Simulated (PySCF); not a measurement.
# Ways to converge the SCF of BI3

Aim: find out which solver settings change the answer for BI3.

The runs use PySCF 2.14.0; each script names its method and basis.

4 further runs of the same task are left out: 1 for a known fault of the program, 3 that didn't finish.

## 1. The system as given

BI3: 4 atoms, charge 0, spin multiplicity 1.

Bond lengths: B1–I2 2.095 Å, B1–I3 2.096 Å, B1–I4 2.096 Å. Angles: I2–B1–I3 120.0°, I2–B1–I4 120.0°, I3–B1–I4 120.0°.

Geometry (Å):

| atom | x (Å) | y (Å) | z (Å) |
| --- | --- | --- | --- |
| B1 | 0.0000 | 0.0000 | 0.0000 |
| I2 | 2.0955 | 0.0000 | 0.0000 |
| I3 | -1.0478 | 1.8148 | 0.0000 |
| I4 | -1.0477 | -1.8148 | 0.0000 |

## 2. Base script

input.py reads:

```python
from pyscf import gto, scf

mol = gto.M(
    atom='B 0 0 0; I 2.0955 0 0; I -1.0478 1.8148 0; I -1.0477 -1.8148 0',
    basis='def2-svp',
    ecp={'I': 'def2-svp'},
    charge=0,
    spin=0,
    symmetry=True,
    verbose=4,
)
mf = scf.RHF(mol)
mf.kernel()
mf.dip_moment()
print('orbital energies (hartree):', mf.mo_energy[..., max(0, mol.nelec[1]-3):mol.nelec[0]+3].round(4))
```

The run is started by

```bash
> OMP_NUM_THREADS=1 python input.py
```

Its log is not repeated here.

Base result: E(SCF) = -914.688191 Eh, 10 cycles, μ = 0.00 D.

## 3. Initial guess huckel

Variant 1 changes initial guess: minao → huckel.

input.py reads:

```python
from pyscf import gto, scf

mol = gto.M(
    atom='B 0 0 0; I 2.0955 0 0; I -1.0478 1.8148 0; I -1.0477 -1.8148 0',
    basis='def2-svp',
    ecp={'I': 'def2-svp'},
    charge=0,
    spin=0,
    symmetry=True,
    verbose=4,
)
mf = scf.RHF(mol)
mf.init_guess = 'huckel'
mf.kernel()
mf.dip_moment()
print('orbital energies (hartree):', mf.mo_energy[..., max(0, mol.nelec[1]-3):mol.nelec[0]+3].round(4))
```

The run is started by

```bash
> OMP_NUM_THREADS=1 python input.py
```

## 4. Smearing width 0.005 hartree

Variant 2 changes smearing width: none → 0.005 hartree.

Changes to input.py since step 2:

```diff
@@ -12,2 +12,3 @@
 mf = scf.RHF(mol)
+mf = scf.addons.smearing_(mf, sigma=0.005, method='fermi')
 mf.kernel()
```

## 5. Point-group symmetry off

Variant 3 changes point-group symmetry: on → off.

Changes to input.py since step 2:

```diff
@@ -8,3 +8,2 @@
     spin=0,
-    symmetry=True,
     verbose=4,
```

What does the calculation give? Wanted: for each run, E(SCF); from base; gap; SCF dipole.

**Answer**, as computed:

| run | E(SCF) (hartree) | from base (eV) | cycles | gap (eV) | SCF dipole (D) |
| --- | --- | --- | --- | --- | --- |
| base | -914.688191 | 0 | 10 | 10.63 | 0.00 |
| initial guess huckel | -914.688191 | 0.0000 | 10 | 10.63 | 0.00 |
| smearing width 0.005 hartree | -914.688191 | 0.0000 | 10 | n/a | 0.00 |
| point-group symmetry off | -914.688191 | 0.0000 | 10 | 10.63 | 0.00 |

Distance from each run's final energy (log10 hartree) by cycle:

| run | cycle 1 | cycle 2 | cycle 3 | cycle 5 | cycle 8 | cycle 12 |
| --- | --- | --- | --- | --- | --- | --- |
| base | 0.4 | -0.7 | -1.9 | -4.1 | -7.8 | done |
| initial guess huckel | -0.1 | -0.2 | -2.3 | -4.1 | -8.1 | done |
| smearing width 0.005 hartree | 0.4 | -0.7 | -1.9 | -4.1 | -7.8 | done |
| point-group symmetry off | 0.4 | -0.7 | -1.9 | -4.1 | -7.8 | done |

In words: No change of the SCF energy comes from initial guess huckel or smearing width 0.005 hartree or point-group symmetry off. With initial guess huckel, smearing width 0.005 hartree, point-group symmetry off the path hardly changes: 10 cycles against 10.
